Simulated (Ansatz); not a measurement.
# AlClH₅NOSi: one species, many methods

The task here is to estimate one member of a computed series from the others.

The runs use Ansatz 0.2.0, Gaussian basis; functionals in def2-TZVPP, the program's frozen cores in correlated methods.

Plan: PBE-D4, r2SCAN-D4, PBE0-D4, B3LYP-D4, ωB97X-V, ωB97M-V, B2PLYP; CCSD(T)/def2-TZVPP; MP2/def2-QZVPP; extrapolation to the limit.

**The relaxed structure**

All runs share one geometry, relaxed beforehand with PBE0-D4 in a triple-zeta def2 set.

SMILES `[NH2][Al]([OH])[SiH2]Cl`, 10 atoms, charge 0, spin multiplicity 1.

Atoms are counted from 1 here; the program's logs count them from 0.

Bond lengths: N1–Al2 1.763 Å, N1–H6 1.007 Å, N1–H7 1.008 Å, Al2–O3 1.694 Å, Al2–Si4 2.441 Å, O3–H8 0.955 Å, Si4–Cl5 2.083 Å, Si4–H9 1.488 Å, Si4–H10 1.488 Å. Angles: Al2–N1–H6 127.6°, Al2–N1–H7 122.1°, H6–N1–H7 110.3°, N1–Al2–O3 124.2°, N1–Al2–Si4 117.9°, O3–Al2–Si4 118.0°, Al2–O3–H8 126.6°, Al2–Si4–Cl5 106.9°, Al2–Si4–H9 114.6°, Al2–Si4–H10 114.7°, Cl5–Si4–H9 106.5°, Cl5–Si4–H10 106.5°, H9–Si4–H10 107.0°.

The first run:

in.yaml

```yaml
crystal:
  periodic: [false, false, false]
  atoms:
    - {symbol: N, position_ang: [-1.474788, -1.042161, -0.540052]}
    - {symbol: Al, position_ang: [0.051560, -0.652578, 0.251177]}
    - {symbol: O, position_ang: [0.950694, -1.750440, 1.176233]}
    - {symbol: Si, position_ang: [0.922436, 1.613395, -0.002598]}
    - {symbol: Cl, position_ang: [-0.421508, 2.647440, -1.212804]}
    - {symbol: H, position_ang: [-1.963584, -1.922215, -0.531163]}
    - {symbol: H, position_ang: [-1.983798, -0.364276, -1.085568]}
    - {symbol: H, position_ang: [0.727242, -2.661534, 1.354679]}
    - {symbol: H, position_ang: [1.027187, 2.383075, 1.266267]}
    - {symbol: H, position_ang: [2.247658, 1.698096, -0.673271]}
basis:
  gaussian: {orbitals: def2-TZVPP}
hamiltonian: {xc: pbe, dispersion: d4}
output: {forces: true, orbitals: {seedname: orbitals}}
```

Launch:

```
$ ansatz run in.yaml --threads 4 --pin off --events-out ev --progress --plain --max-ram 10444MiB
```

Steps of the session up to this table: PBE-D4 (GGA); r2SCAN-D4 (meta-GGA); PBE0-D4 (hybrid); B3LYP-D4 (hybrid); ωB97X-V (range-separated); ωB97M-V (range-separated); B2PLYP (double hybrid); CCSD(T) in def2-TZVPP; MP2 in def2-QZVPP.

One table of the session follows, with a row left open; its other results are not shown here.

| method | atomisation energy (eV) |
| --- | --- |
| PBE-D4 | 34.882 |
| r2SCAN-D4 | ? |
| PBE0-D4 | 34.269 |
| B3LYP-D4 | 34.501 |
| ωB97X-V | 34.852 |
| ωB97M-V | 34.744 |
| B2PLYP | 34.150 |
| HF/def2-TZVPP | 24.599 |
| MP2/def2-TZVPP | 34.243 |
| CCSD/def2-TZVPP | 33.088 |
| CCSD(T)/def2-TZVPP | 33.610 |
| MP2/CBS | 35.444 |
| CCSD(T)/CBS | 34.812 |

Q: Estimate the row for r2SCAN-D4 from the others.

As computed: atomisation energy (eV): 34.646. In the column «atomisation energy (eV)» it lies between B3LYP-D4 (34.501) and ωB97M-V (34.744).

To keep in mind: Free atoms (1 N, 1 Al, 1 O, 1 Si, 1 Cl, 5 H) were run apart at each level; the atomisation energy is their sum less the molecule, without zero-point or spin-orbit terms.
